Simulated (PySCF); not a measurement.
# SnO⁺ at other levels of theory

What do other methods print for SnO⁺?

Program: PySCF 2.14.0. Level of theory: method and basis as typed in the scripts. These are calculated values, not measurements.

5 further runs of the same task are left out: 1 for a known fault of the program, 4 that didn't finish.

### 1 The system as given

SnO⁺: 2 atoms, charge 1, spin multiplicity 2.

Bond lengths: Sn1–O2 2.050 Å.

### 2 The base run

File input.py:

```python
from pyscf import gto, scf, mp

mol = gto.M(
    atom='Sn 0 0 0; O 0 0 2.05',
    basis='crenbl',
    ecp={'Sn': 'crenbl', 'O': 'crenbl'},
    charge=1,
    spin=1,
    symmetry=True,
    verbose=3,
)
mf = scf.UHF(mol)
mf.kernel()
mp.MP2(mf).kernel()
mf.dip_moment()
print('orbital energies (hartree):', [e[max(0, n-3):n+3].round(4) for e, n in zip(mf.mo_energy, mol.nelec)])
```

Run with:

```console
$ python input.py
```

Its log is not repeated here.

Base result: E(SCF) = -83.385654 Eh, E(MP2) − E(SCF) = -0.32673 Eh, ⟨S²⟩ = 0.809.

The bond length is a typed value, not an optimised one. The dipole of an ion depends on the origin.

### 3 Frequency run

Run 1 changes step after the SCF: mp2 → frequency.

File input.py:

```python
from pyscf import gto, scf
from pyscf.hessian import thermo

mol = gto.M(
    atom='Sn 0 0 0; O 0 0 2.05',
    basis='crenbl',
    ecp={'Sn': 'crenbl', 'O': 'crenbl'},
    charge=1,
    spin=1,
    symmetry=True,
    verbose=3,
)
mf = scf.UHF(mol)
mf.kernel()
hess = mf.Hessian().kernel()
print('wavenumber (cm^-1) =', thermo.harmonic_analysis(mol, hess)['freq_wavenumber'].round(1))
mf.dip_moment()
print('orbital energies (hartree):', [e[max(0, n-3):n+3].round(4) for e, n in zip(mf.mo_energy, mol.nelec)])
```

Run with:

```console
$ python input.py
```

### 4 Pbe (UKS)

Run 2 changes functional: none (Hartree–Fock) → pbe; SCF type: UHF → UKS; step after the SCF: mp2 → analyze.

input.py, as its differences from that of step 2:

```diff
@@ -1,2 +1,2 @@
-from pyscf import gto, scf, mp
+from pyscf import gto, dft
 
@@ -11,5 +11,5 @@
 )
-mf = scf.UHF(mol)
+mf = dft.UKS(mol, xc='pbe')
 mf.kernel()
-mp.MP2(mf).kernel()
+mf.mulliken_pop()
 mf.dip_moment()
```

### 5 SCF alone

Run 3 changes step after the SCF: mp2 → none.

input.py, as its differences from that of step 2:

```diff
@@ -1,2 +1,2 @@
-from pyscf import gto, scf, mp
+from pyscf import gto, scf
 
@@ -13,3 +13,2 @@
 mf.kernel()
-mp.MP2(mf).kernel()
 mf.dip_moment()
```

### 6 M062x (UKS)

Run 4 changes functional: none (Hartree–Fock) → m062x; SCF type: UHF → UKS; step after the SCF: mp2 → analyze.

input.py, as its differences from that of step 2:

```diff
@@ -1,2 +1,2 @@
-from pyscf import gto, scf, mp
+from pyscf import gto, dft
 
@@ -11,5 +11,5 @@
 )
-mf = scf.UHF(mol)
+mf = dft.UKS(mol, xc='m062x')
 mf.kernel()
-mp.MP2(mf).kernel()
+mf.mulliken_pop()
 mf.dip_moment()
```

Before running it: what results should come out? Wanted: for each run, E(SCF); from base; after the SCF.

The runs gave:

```csv
run,E(SCF) (hartree),from base (eV),after the SCF
base,-83.385654,0,MP2 correlation -8.891 eV
frequency run,-83.385654,0.0000,highest mode 503 cm⁻¹
pbe (UKS),-85.648123,not comparable,n/a
SCF alone,-83.385654,0.0000,n/a
m062x (UKS),-85.213380,not comparable,n/a
```

**Reading.** A lower total energy from another functional means nothing by itself. The dearest run is “m062x (UKS)”, at 4.6 s against 0.87 s.
